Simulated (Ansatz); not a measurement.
# NiS: the cost of one run

Program: Ansatz 0.2.0. Level of theory: DFT LDA+U (U_eff = 4 eV on Ni d), plane waves, PAW. These are calculated values, not measurements.

**1. Starting point**

The structure is hexagonal, space group P6_3/mmc (No. 194). The conventional cell has a = 3.425 Å, b = 3.425 Å, c = 5.340 Å, α = 90.00°, β = 90.00°, γ = 120.00°. Ni (site symmetry -3m) has 6 S at 2.39 Å and 2 Ni at 2.67 Å as nearest neighbours. Around S (site symmetry -6m2) lie 6 Ni at 2.39 Å.

Structure file:

```
Ni S
1.0
     3.42500    0.00000    0.00000
    -1.71250    2.96614    0.00000
     0.00000    0.00000    5.34000
Ni S
2 2
Direct
  0.00000 0.00000 0.00000
  0.00000 0.00000 0.50000
  0.33333 0.66667 0.25000
  0.66667 0.33333 0.75000
```

An earlier series on this cell reached its lowest free state from «antiferromagnetic start, free», perhaps among other starts.

**2. Total moment locked, 3.60 μB per cell**

Input file input.yaml:

```yaml
crystal:
  lattice:
    - [3.42500121, 0.0, 0.0]
    - [-1.71250061, 2.96613806, 0.0]
    - [0.0, 0.0, 5.33999987]
  atoms:
    - { symbol: Ni, position: [0.0, 0.0, 0.0], spin: 1.8 }
    - { symbol: Ni, position: [0.0, 0.0, 0.5], spin: 1.8 }
    - { symbol: S, position: [0.3333333333, 0.6666666667, 0.25] }
    - { symbol: S, position: [0.6666666667, 0.3333333333, 0.75] }
basis:
  ecutwfc: 420
  ecutrho_ratio: 4
kpoints:
  mp_grid: { grid: [6, 6, 4] }
hamiltonian:
  xc: lda
  hubbard:
    sites:
      - { site: 0, l: d, u_eff: 4.0, starting_ns: [{ spin: up, occupation_matrix: s0up }, { spin: down, occupation_matrix: s0down }] }
      - { site: 1, l: d, u_eff: 4.0, starting_ns: [{ spin: up, occupation_matrix: s1up }, { spin: down, occupation_matrix: s1down }] }
    occupation_matrices:
      s0up:
        matrix:
          - [0.97, 0.0, 0.0, 0.0, 0.0]
          - [0.0, 0.97, 0.0, 0.0, 0.0]
          - [0.0, 0.0, 0.97, 0.0, 0.0]
          - [0.0, 0.0, 0.0, 0.97, 0.0]
          - [0.0, 0.0, 0.0, 0.0, 0.97]
      s0down:
        matrix:
          - [0.97, 0.0, 0.0, 0.0, 0.0]
          - [0.0, 0.33169, 0.0, 0.0, -0.44604]
          - [0.0, 0.0, 0.3322, -0.44623, 0.0]
          - [0.0, 0.0, -0.44623, 0.6578, 0.0]
          - [0.0, -0.44604, 0.0, 0.0, 0.65831]
      s1up:
        matrix:
          - [0.97, 0.0, 0.0, 0.0, 0.0]
          - [0.0, 0.97, 0.0, 0.0, 0.0]
          - [0.0, 0.0, 0.97, 0.0, 0.0]
          - [0.0, 0.0, 0.0, 0.97, 0.0]
          - [0.0, 0.0, 0.0, 0.0, 0.97]
      s1down:
        matrix:
          - [0.97, 0.0, 0.0, 0.0, 0.0]
          - [0.0, 0.33169, 0.0, 0.0, 0.44604]
          - [0.0, 0.0, 0.3322, 0.44623, 0.0]
          - [0.0, 0.0, 0.44623, 0.6578, 0.0]
          - [0.0, 0.44604, 0.0, 0.0, 0.65831]
    ns_hold: { iters: 8 }
scf:
  occupations: { method: gaussian, width: 0.05 }
  lower_state_search: "off"
  max_iter: 150
output:
  forces: true
  stress: true
  eigenvalues: true
  populations: true
  hubbard: { sites: [{ site: 0, l: d }, { site: 1, l: d }] }
magnetization:
  spin_polarized: true
  initial_magnetization: 3.6
  spin_locking: { lock_magnetization: hard }
```

The typed matrices put 0.97 on the chosen orbitals and 0.02 on the others, and are held for 8 cycles. The lock stays on to the end, so the result is a constrained state.

Launch:

```bash
> ansatz run input.yaml --threads 2 --pin off --max-ram 3072MiB --backend cpu --events-out ev --progress --plain --runs-dir out
```

What time and memory should one allow on 2 threads of Intel Xeon Platinum 8488C (Sapphire Rapids), shared host?

About 7.3 s, with a peak of 0.47 GiB.
